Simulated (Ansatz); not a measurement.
# GeH2 (SMILES [GeH2]): CCSD/def2-TZVPPD

Aim: the electronic atomisation energy of GeH2 at CCSD/def2-TZVPPD, from 3 runs. 

The calculation is run with Ansatz 0.2.0.

34 further runs of the same task are left out: 34 set aside as unsound or not needed.

## 1. Starting point

The species is GeH2 (3 atoms), meant as a singlet with charge 0. As SMILES, `[GeH2]`. Geometry: relaxed at PBE0-D4/def2-TZVP.

Bond lengths: Ge1–H2 1.595 Å, Ge1–H3 1.594 Å. Angles: H2–Ge1–H3 90.6°.

## 2. The energy at CCSD/def2-TZVPPD

run.yaml reads:

```yaml
crystal:
  periodic: [false, false, false]
  atoms:
    - {symbol: Ge, position_ang: [-0.570100, 0.405100, -0.263700]}
    - {symbol: H, position_ang: [0.783000, 0.743600, 0.509000]}
    - {symbol: H, position_ang: [-0.212900, -1.148700, -0.245300]}
basis:
  gaussian:
    orbitals: def2-TZVPPD.json
scf:
  omitted_lower_state_checks: [cluster_reference, increment]
correlation:
  method: ccsd
  frozen_orbitals: {Ge: 9, H: 0}
accuracy: high
```

The basis set def2-TZVPPD is read from a file made from the Basis Set Exchange's data (not shown).

Started as:

```bash
$ ansatz run run.yaml --threads 1 --pin off --max-ram 3480MiB --events-out events.jsonl --progress --plain --runs-dir runs
```

Output:

```text
Warning: RAYON_NUM_THREADS=1 ignored (pool sized by the plan → 1); use --threads N
Functional definition: HF
  name "HF"
  exchange = exact_x
  correlation = 0
these checks for a lower state are left out or cut short: cluster_reference, increment
1286 factors; integrals over basis functions are off by at most 4.5e-9 eV
mean field evaluation 1: about -56503.4402 eV, gradient 7.9e0 eV
mean field evaluation 2: about -56503.4663 eV, gradient 8.0e0 eV
mean field evaluation 4: about -56503.8061 eV, gradient 1.8e0 eV
mean field evaluation 8: about -56503.8122 eV, gradient 6.4e-4 eV
mean field -56503.81218867 eV, -2076.4767982741 hartree, gradient 7.3e-8 eV, S^2 0.000000; 0 other end points of the search recorded, 0 dependent functions left out; unrestricted orbitals would lower it
9 core orbitals not correlated: weight in the atoms' cores, before any rotation towards them, 1.000 or more for the frozen orbitals, at most 0.000 for the correlated occupied ones
reference -56503.81218867 eV, -2076.4767982741 hartree; 8, 8 occupied and 71, 71 virtual orbitals, 1286 factors
second order -6.55186434 eV of doubles, -0.00000000 eV of singles
cycle   1  -6.65544415 eV  change   -1.0e-1 eV  update   7.3e-2
cycle   2  -6.96837760 eV  change   -3.1e-1 eV  update   2.7e-2
cycle   3  -6.99364816 eV  change   -2.5e-2 eV  update   1.2e-2
cycle   4  -6.99324290 eV  change    4.1e-4 eV  update   3.9e-3
cycle   5  -6.99418674 eV  change   -9.4e-4 eV  update   1.1e-3
cycle   6  -6.99381067 eV  change    3.8e-4 eV  update   4.1e-4
cycle   7  -6.99387439 eV  change   -6.4e-5 eV  update   1.3e-4
cycle   8  -6.99392359 eV  change   -4.9e-5 eV  update   4.3e-5
cycle   9  -6.99391590 eV  change    7.7e-6 eV  update   1.4e-5
cycle  10  -6.99391377 eV  change    2.1e-6 eV  update   4.8e-6
cycle  11  -6.99391590 eV  change   -2.1e-6 eV  update   1.5e-6
cycle  12  -6.99391523 eV  change    6.7e-7 eV  update   4.7e-7
cycle  13  -6.99391558 eV  change   -3.5e-7 eV  update   1.3e-7
cycle  14  -6.99391544 eV  change    1.3e-7 eV  update   4.9e-8
cycle  15  -6.99391541 eV  change    3.8e-8 eV  update   2.5e-8
cycle  16  -6.99391536 eV  change    4.4e-8 eV  update   1.5e-7
cycle  17  -6.99391532 eV  change    4.0e-8 eV  update   7.1e-8
cycle  18  -6.99391533 eV  change   -8.7e-9 eV  update   1.6e-8
cycle  19  -6.99391533 eV  change    4.8e-9 eV  update   4.6e-9
cycle  20  -6.99391533 eV  change   -2.6e-9 eV  update   1.4e-9
cycle  21  -6.99391533 eV  change  -4.9e-10 eV  update  5.0e-10
Total energy: -56510.80610400 eV, -2076.7338199218 hartree
Checks for a lower state left out: cluster_reference, increment
```

Run time: 3.9 s. Hardware: 1 thread of Arm Neoverse V2, shared host; peak memory 0.37 GiB.

## 3. The Ge atom, same level

molecule.yaml reads:

```yaml
crystal:
  periodic: [false, false, false]
  atoms:
    - {symbol: Ge, position_ang: [0.000000, 0.000000, 0.000000]}
basis:
  gaussian:
    orbitals: def2-TZVPPD.json
magnetization:
  spin_polarized: true
  initial_magnetization: 2
correlation:
  method: ccsd
  frozen_orbitals: {Ge: 9}
accuracy: high
scf:
  omitted_lower_state_checks: [cluster_reference, increment]
```

The basis set def2-TZVPPD is read from a file made from the Basis Set Exchange's data (not shown).

Started as:

```bash
$ ansatz run molecule.yaml --threads 1 --pin off --max-ram 3480MiB --events-out events.jsonl --progress --plain --runs-dir runs
```

Output:

```text
Warning: RAYON_NUM_THREADS=1 ignored (pool sized by the plan → 1); use --threads N
[... 4 set-up lines as earlier in the session ...]
these checks for a lower state are left out or cut short: cluster_reference, increment
540 factors; integrals over basis functions are off by at most 4.4e-9 eV
mean field evaluation 1: about -56472.1727 eV, gradient 3.9e0 eV
mean field evaluation 2: about -56472.1771 eV, gradient 4.0e0 eV
mean field evaluation 4: about -56472.3688 eV, gradient 2.0e-1 eV
mean field evaluation 8: about -56472.3692 eV, gradient 5.9e-8 eV
mean field evaluation 16: about -56472.3683 eV, gradient 2.9e-1 eV
mean field evaluation 32: about -56472.3692 eV, gradient 7.7e-5 eV
mean field -56472.36918800 eV, -2075.3212893122 hartree, gradient 2.1e-8 eV, S^2 2.011328; 3 other end points of the search recorded, 0 dependent functions left out
9 core orbitals not correlated: weight in the atoms' cores, before any rotation towards them, 1.000 or more for the frozen orbitals, at most 0.000 for the correlated occupied ones
reference -56472.36918800 eV, -2075.3212893122 hartree; 8, 6 occupied and 37, 39 virtual orbitals, 540 factors
second order -4.99022257 eV of doubles, -0.00000000 eV of singles
cycle   1  -4.93896330 eV  change    5.1e-2 eV  update   6.1e-2
cycle   2  -5.15214525 eV  change   -2.1e-1 eV  update   2.0e-2
cycle   3  -5.16658024 eV  change   -1.4e-2 eV  update   8.3e-3
cycle   4  -5.16761510 eV  change   -1.0e-3 eV  update   2.2e-3
cycle   5  -5.16866770 eV  change   -1.1e-3 eV  update   4.9e-4
cycle   6  -5.16851776 eV  change    1.5e-4 eV  update   1.3e-4
cycle   7  -5.16850471 eV  change    1.3e-5 eV  update   3.4e-5
cycle   8  -5.16851770 eV  change   -1.3e-5 eV  update   8.0e-6
cycle   9  -5.16851608 eV  change    1.6e-6 eV  update   1.8e-6
cycle  10  -5.16851551 eV  change    5.7e-7 eV  update   4.5e-7
cycle  11  -5.16851579 eV  change   -2.8e-7 eV  update   1.4e-7
cycle  12  -5.16851573 eV  change    5.7e-8 eV  update   4.9e-8
cycle  13  -5.16851577 eV  change   -4.1e-8 eV  update   1.6e-8
cycle  14  -5.16851572 eV  change    5.2e-8 eV  update   2.5e-8
cycle  15  -5.16851572 eV  change   -3.2e-9 eV  update   7.9e-9
cycle  16  -5.16851572 eV  change    3.0e-9 eV  update   2.0e-9
cycle  17  -5.16851572 eV  change   -1.6e-9 eV  update  4.9e-10
Total energy: -56477.53770372 eV, -2075.5112287616 hartree
Checks for a lower state left out: cluster_reference, increment
```

Wall time 1.6 s (1 thread of Arm Neoverse V2, shared host); peak memory 0.15 GiB.

## 4. The H atom: the energy at UHF/def2-TZVPPD

job.yaml reads:

```yaml
crystal:
  periodic: [false, false, false]
  atoms:
    - {symbol: H, position_ang: [0.000000, 0.000000, 0.000000]}
basis:
  gaussian:
    orbitals: def2-TZVPPD.json
magnetization:
  spin_polarized: true
  initial_magnetization: 1
hamiltonian:
  xc: hf
accuracy: high
```

The basis set def2-TZVPPD is read from a file made from the Basis Set Exchange's data (not shown).

Run the same way, it converges to -0.49981 Eh (log not shown).

## 5. Summary of results

Level: CCSD/def2-TZVPPD, 9 core orbitals frozen.

| quantity | value |
| --- | --- |
| molecule: total energy | -2076.73382 Eh |
| molecule: correlation energy (9 core orbitals frozen) | -257.0 mEh |
| molecule: T1 diagnostic | 0.012 |
| Ge atom: total energy | -2075.51123 Eh |
| Ge atom: correlation energy (9 core orbitals frozen) | -189.9 mEh |
| Ge atom: ⟨S²⟩ of the reference determinant | 2.011 |
| Ge atom: T1 diagnostic | 0.010 |
| H atom: total energy | -0.49981 Eh |
| H atom: ⟨S²⟩ | 0.750 |
| electronic atomisation energy | 6.067 eV |

Taking the molecule apart into free atoms costs 6.07 eV (140 kcal/mol), before zero-point energy and without spin-orbit coupling. The restricted solution (molecule) is unstable to spin breaking: an unrestricted one lies lower.
